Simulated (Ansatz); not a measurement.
**GaH₄NO: one species, many methods**

How much do the methods differ for GaH₄NO? The plan is to run it at one geometry with functionals of several rungs and with coupled cluster. The yardstick is the atomisation energy at the CCSD(T) limit.

Computed with Ansatz 0.2.0, Gaussian basis. Level: functionals in def2-TZVPP, the program's frozen cores in correlated methods.

Levels to be run: PBE-D4, r2SCAN-D4, PBE0-D4, B3LYP-D4, ωB97X-V, ωB97M-V, B2PLYP; CCSD(T)/def2-TZVPP; CCSD(T)/def2-QZVPP; extrapolation to the limit.

## 1. The relaxed structure

All runs share one geometry, relaxed beforehand with PBE0-D4 in a triple-zeta def2 set.

7 atoms, charge 0, spin multiplicity 1.

Atoms are counted from 1 here; the program's logs count them from 0.

Bond lengths: N1–Ga2 1.804 Å, N1–H4 1.005 Å, N1–H5 1.004 Å, Ga2–O3 1.790 Å, Ga2–H6 1.554 Å, O3–H7 0.958 Å. Angles: Ga2–N1–H4 122.8°, Ga2–N1–H5 124.5°, H4–N1–H5 112.7°, N1–Ga2–O3 112.3°, N1–Ga2–H6 124.9°, O3–Ga2–H6 122.9°, Ga2–O3–H7 114.0°.

Geometry (Å):

```tsv
atom	x (Å)	y (Å)	z (Å)
N1	-0.6530	1.1037	-0.4593
Ga2	-0.1425	-0.4503	0.3017
O3	1.5901	-0.8040	0.0249
H4	-0.0210	1.6905	-0.9761
H5	-1.5840	1.4780	-0.4192
H6	-1.0771	-1.3929	1.1088
H7	1.8876	-1.6250	0.4193
```

## 2. PBE-D4 (GGA)

in.yaml

```yaml
crystal:
  periodic: [false, false, false]
  atoms:
    - {symbol: N, position_ang: [-0.653038, 1.103667, -0.459317]}
    - {symbol: Ga, position_ang: [-0.142500, -0.450254, 0.301663]}
    - {symbol: O, position_ang: [1.590078, -0.803952, 0.024915]}
    - {symbol: H, position_ang: [-0.021043, 1.690481, -0.976148]}
    - {symbol: H, position_ang: [-1.584005, 1.477960, -0.419183]}
    - {symbol: H, position_ang: [-1.077084, -1.392905, 1.108771]}
    - {symbol: H, position_ang: [1.887593, -1.624997, 0.419309]}
basis:
  gaussian: {orbitals: def2-TZVPP}
hamiltonian: {xc: pbe, dispersion: d4}
output: {forces: true, orbitals: {seedname: orbitals}}
```

The run is started by

```sh
ansatz run in.yaml --threads 2 --pin off --events-out ev --progress --plain --max-ram 20480MiB --backend cpu
```

Further steps of the session: r2SCAN-D4 (meta-GGA); PBE0-D4 (hybrid); B3LYP-D4 (hybrid); ωB97X-V (range-separated); ωB97M-V (range-separated); B2PLYP (double hybrid); CCSD(T) in def2-TZVPP; CCSD(T) in def2-QZVPP.

**Question.** What will the summary of the whole plan be? Wanted: atomisation energy, CCSD(T)/CBS; farthest; mean size of error, hybrid; mean size of error, range-separated; gap, smallest and largest; T1 diagnostic; triples share of the correlation energy.

**Answer**, as computed:

| quantity | value |
| --- | --- |
| atomisation energy, CCSD(T)/CBS | 2227.2 kJ/mol |
| functionals within 22.3 kJ/mol (1.0 %) | PBE-D4, ωB97X-V, ωB97M-V |
| farthest | PBE0-D4 (-52.4 kJ/mol) |
| mean size of error, hybrid | 43.0 kJ/mol |
| mean size of error, range-separated | 15.8 kJ/mol |
| gap, smallest and largest | 5.00 eV (PBE-D4), 11.56 eV (ωB97X-V) |
| T1 diagnostic | 0.0139 |
| triples share of the correlation energy | 3.6 % |

In words: PBE-D4 is off by +4.8 kJ/mol. Double hybrids carry the basis error of their MP2 part in triple zeta, and no dispersion term here, so their miss is partly the set-up's. Misses under about 22.3 kJ/mol are within the doubt on the reference itself, which lacks core-valence correlation, relativity and higher excitations, and its outer-core shells are covered unevenly. Hartree-Fock recovers 66 % of the binding; the rest is correlation. The gap grows from 5.0 to 11.6 eV across the functionals, mostly with the share of exact exchange. Correlated methods include outer-core shells of Ga, which these sets cover unevenly.
